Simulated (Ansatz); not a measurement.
Task: harmonic frequencies at the relaxed geometry of GaH6P, SMILES [PH3+][GaH3-], with Ansatz 0.2.0, Python API. Give the script and its output. Use (for the species named): B3LYP, def2-TZVP basis, multiplicity 1.

```json
{"atom": "P", "x (Å)": "-0.5532", "y (Å)": "-0.0181", "z (Å)": "-1.0003"}
{"atom": "Ga", "x (Å)": "0.5571", "y (Å)": "-0.0407", "z (Å)": "0.9610"}
{"atom": "H", "x (Å)": "-1.8320", "y (Å)": "-0.6984", "z (Å)": "-0.8877"}
{"atom": "H", "x (Å)": "0.2541", "y (Å)": "-0.5334", "z (Å)": "-2.0379"}
{"atom": "H", "x (Å)": "-0.8955", "y (Å)": "1.3570", "z (Å)": "-1.3550"}
{"atom": "H", "x (Å)": "0.7614", "y (Å)": "1.4774", "z (Å)": "1.5126"}
{"atom": "H", "x (Å)": "2.0262", "y (Å)": "-0.7152", "z (Å)": "0.7176"}
{"atom": "H", "x (Å)": "-0.2259", "y (Å)": "-0.8857", "z (Å)": "2.0340"}
```

Script `gah6p.py`:
```python
"""Vibrations of GaH6P."""

import logging
import sys

import ansatz
import numpy as np

logging.basicConfig(stream=sys.stdout, format="%(levelname)s:%(name)s:%(message)s")
log = logging.getLogger("run")
log.setLevel(logging.INFO)

GEOMETRY = """
P    -0.55320   -0.01810   -1.00030
Ga    0.55710   -0.04070    0.96100
H    -1.83200   -0.69840   -0.88770
H     0.25410   -0.53340   -2.03790
H    -0.89550    1.35700   -1.35500
H     0.76140    1.47740    1.51260
H     2.02620   -0.71520    0.71760
H    -0.22590   -0.88570    2.03400
"""

mol = ansatz.Crystal.molecule()
for line in GEOMETRY.strip().splitlines():
    symbol, *xyz = line.split()
    mol = mol.atom(symbol, [float(v) for v in xyz])

calc = mol.calculation().basis(gaussian="def2-TZVP").functional("b3lyp")
symbols = [site.symbol for site in mol.cartesian_sites]
start = np.array([site.position_ang for site in mol.cartesian_sites], dtype=float)
summary = calc.relax(force_tolerance=0.003).run(threads=1).report
end = np.array(summary["positions_ang"])

log.info("bond        before    after (A)")
for i, j in [(0, 1), (0, 2), (0, 3), (0, 4), (1, 5), (1, 6), (1, 7)]:
    d0, d1 = (np.linalg.norm(xyz[i] - xyz[j]) for xyz in (start, end))
    print(f"{symbols[i]}{i}-{symbols[j]}{j}".ljust(10), f"{d0:8.4f} {d1:8.4f}")

# same settings at the minimum
minimum = ansatz.Crystal.molecule()
for symbol, xyz in zip(symbols, end):
    minimum = minimum.atom(symbol, xyz.tolist())
vibrating = (
    minimum.calculation()
    .basis(gaussian="def2-TZVP")
    .functional("b3lyp")
    .phonons(temperatures=(200, 600, 100))
)
vib = vibrating.run(threads=1).report["vibrations"]
sums = vib["harmonic_sums"]
modes = [m["omega_inv_cm"] for m in sums["modes_at_gamma"] if m["rigid_motion"] == "no"]
for number, w in enumerate(modes, start=1):
    log.info(f"mode {number:2d} {w:9.1f} 1/cm {w / 8065.544 * 1000:8.2f} meV")
print("imaginary modes:", sum(w < 0 for w in modes), " zero-point energy:", round(sums["zero_point_energy_ev"], 4), "eV")
log.info("T (K)   F_vib (eV)   S_vib (meV/K)   C_vib (meV/K)")
for row in zip(sums["temperatures_k"], sums["vibrational_free_energy_ev"], vib["entropy_ev_per_k"], vib["heat_capacity_ev_per_k"]):
    log.info(f"{row[0]:6.1f} {row[1]:11.4f} {1000 * row[2]:13.4f} {1000 * row[3]:15.4f}")

# all hydrogen replaced by deuterium
heavier = vibrating.phonons(masses={"H": 2.014102}).run(threads=1).report["vibrations"]["harmonic_sums"]
print("deuterated (1/cm):", " ".join(f"{m['omega_inv_cm']:.0f}" for m in heavier["modes_at_gamma"] if m["rigid_motion"] == "no"))
print("zero-point energy falls by", round(sums["zero_point_energy_ev"] - heavier["zero_point_energy_ev"], 4), "eV")
```

```console
$ python gah6p.py
INFO:run:bond        before    after (A)
P0-Ga1       2.2539   2.6244
P0-H2        1.4529   1.4095
P0-H3        1.4120   1.4095
P0-H4        1.4608   1.4094
Ga1-H5       1.6281   1.5762
Ga1-H6       1.6348   1.5762
Ga1-H7       1.5743   1.5762
RunWarning: phonons: modes at or below zero, which the zero-point energy, F, S and C_V leave out: 1, the lowest at -112.12 cm⁻¹. A minimum has none, and a first-order saddle one
INFO:run:mode  1    -112.1 1/cm   -13.90 meV
INFO:run:mode  2     165.0 1/cm    20.46 meV
INFO:run:mode  3     263.0 1/cm    32.61 meV
INFO:run:mode  4     263.2 1/cm    32.63 meV
INFO:run:mode  5     479.7 1/cm    59.47 meV
INFO:run:mode  6     480.0 1/cm    59.51 meV
INFO:run:mode  7     700.3 1/cm    86.82 meV
INFO:run:mode  8     746.3 1/cm    92.54 meV
INFO:run:mode  9     746.5 1/cm    92.55 meV
INFO:run:mode 10    1008.6 1/cm   125.05 meV
INFO:run:mode 11    1130.9 1/cm   140.21 meV
INFO:run:mode 12    1130.9 1/cm   140.21 meV
INFO:run:mode 13    1917.7 1/cm   237.76 meV
INFO:run:mode 14    1917.8 1/cm   237.77 meV
INFO:run:mode 15    1928.1 1/cm   239.06 meV
INFO:run:mode 16    2442.7 1/cm   302.86 meV
INFO:run:mode 17    2458.1 1/cm   304.77 meV
INFO:run:mode 18    2458.1 1/cm   304.77 meV
imaginary modes: 1  zero-point energy: 1.2545 eV
INFO:run:T (K)   F_vib (eV)   S_vib (meV/K)   C_vib (meV/K)
INFO:run: 200.0      1.2412        0.1968          0.3194
INFO:run: 300.0      1.2134        0.3594          0.4886
INFO:run: 400.0      1.1694        0.5195          0.6264
INFO:run: 500.0      1.1098        0.6719          0.7410
INFO:run: 600.0      1.0353        0.8159          0.8393
deuterated (1/cm): -79 159 189 189 354 354 503 533 533 740 807 807 1364 1369 1369 1746 1769 1769
zero-point energy falls by 0.3523 eV
```
(Warnings from the package without file and line, repeats left out.)

The frequencies are harmonic and unscaled, in a modest basis. The result belongs to the one conformer reached from this start, and soft torsions count as harmonic oscillators. b3lyp holds the VWN-RPA fit, as in Gaussian; the form of ORCA and Turbomole is b3lyp5. The whole script took 4 min on 1 thread of Arm Neoverse V2, on a shared host, peak memory 0.31 GiB.

(A comment or docstring line of the script was reworded after the run, the code is as it ran; lines on the test bed's own set-up are left out of the output.)
